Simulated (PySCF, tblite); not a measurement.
# C2H12SSi4: geometry, infrared bands and NMR shifts

Aim: predict the infrared bands and NMR shifts of C2H12SSi4 (`C=CS[SiH2][SiH2][SiH2][SiH3]`).

The runs use tblite 0.8.0 and PySCF 2.14.0, with density-fitted response routines of our own; the level of theory stands in each step. All values are computed, except where a source is named. Atoms are numbered from 0 throughout.

### Step 1. The molecule as given

19 atoms, charge 0, multiplicity 1; geometry from: force field or distance geometry start.

Bonds of the start (Å): C0–C1 1.34, C1–S2 1.81, S2–Si3 2.16, Si3–Si4 2.21, Si4–Si5 2.24, Si5–Si6 2.26, C0–H7 1.10, C0–H8 1.11, C1–H9 1.09, Si3–H10 1.47, Si3–H11 1.47, Si4–H12 1.46, Si4–H13 1.50, Si5–H14 1.47, Si5–H15 1.48, Si6–H16 1.49, Si6–H17 1.46, Si6–H18 1.46.

### Step 2. Relaxing the molecule with GFN2-xTB

The job: settings as JSON, then the geometry in Å.

```
{"job": {"kind": "relax", "xc": "GFN2-xTB", "basis": "xTB"}, "charge": 0, "multiplicity": 1}
C     -3.960500    -0.701200    -0.759700
C     -3.881800    -0.060900     0.411500
S     -2.620000     1.233800     0.497200
Si    -1.050500     0.563000    -0.823500
Si     0.946000     1.214700    -0.141000
Si     1.993700    -0.461600     0.914100
Si     4.093100    -0.463200     0.090000
H     -3.315800    -0.421200    -1.599700
H     -4.711100    -1.507000    -0.856800
H     -4.506300    -0.316500     1.271200
H     -1.327500     1.128200    -2.154500
H     -1.133100    -0.901500    -0.909900
H      0.943400     2.402000     0.702100
H      1.743400     1.531600    -1.366100
H      1.318700    -1.733700     0.619100
H      1.969700    -0.280900     2.380500
H      4.666800     0.850800     0.482300
H      4.868100    -1.585100     0.613800
H      3.953800    -0.482000    -1.362900
```

Run with:

```bash
OMP_NUM_THREADS=1 python probes_run.py task.json out
```

This one command runs all jobs of the session in turn.

**Question.** This job is followed by: GFN2-xTB harmonic vibrations, gas phase; GIAO PBE0/pcSseg-1 NMR shielding, non-relativistic, gas phase. What will the session give for the following? strongest single infrared mode (GFN2-xTB); zero-point energy (GFN2-xTB); 13C shifts against TMS (PBE0/pcSseg-1); 1H shifts against TMS (PBE0/pcSseg-1, means over atoms taken as alike); 33S shifts against CS2 (PBE0/pcSseg-1); 29Si shifts against TMS (PBE0/pcSseg-1).

**Answer**, as computed:

```
                                                              quantity                                         value
                             strongest single infrared mode (GFN2-xTB)                         572 cm⁻¹, 1273 km/mol
                                          zero-point energy (GFN2-xTB)                                 72.6 kcal/mol
                                13C shifts against TMS (PBE0/pcSseg-1)                              140.7, 117.6 ppm
1H shifts against TMS (PBE0/pcSseg-1, means over atoms taken as alike)  6.55, 5.61, 5.22, 4.78, 3.58, 3.57, 3.51 ppm
                                33S shifts against CS2 (PBE0/pcSseg-1)                                      -101 ppm
                               29Si shifts against TMS (PBE0/pcSseg-1)             -62.7, -112.9, -128.9, -129.6 ppm
```

**Reading.** Relaxing lowered the energy by 0.668 eV in 191 steps; the close pair that moved most is Si3–Si4, from 2.208 to 2.313 Å. The lowest mode is slightly imaginary (7i cm⁻¹), a soft motion within the noise of the Hessian, so the minimum is not strictly shown. The strongest single mode, at 572 cm⁻¹, is spread over many atoms; the largest shares are those of H15, H12. GFN2-xTB is a fitted tight-binding method: band positions and strengths are rough. Its intensities can rank the bands wrongly. The most deshielded carbon is C1 (alkene CH), at 140.7 ppm: as expected for a trigonal carbon in a double bond. The most deshielded hydrogen is H9 (hydrogen on an alkene CH), at 6.55 ppm: a vinylic proton, deshielded by the sp2 carbon and the C=C anisotropy. At PBE0/pcSseg-1: The widest tensor belongs to S2: span 470 ppm, with a paramagnetic part of -459 ppm.
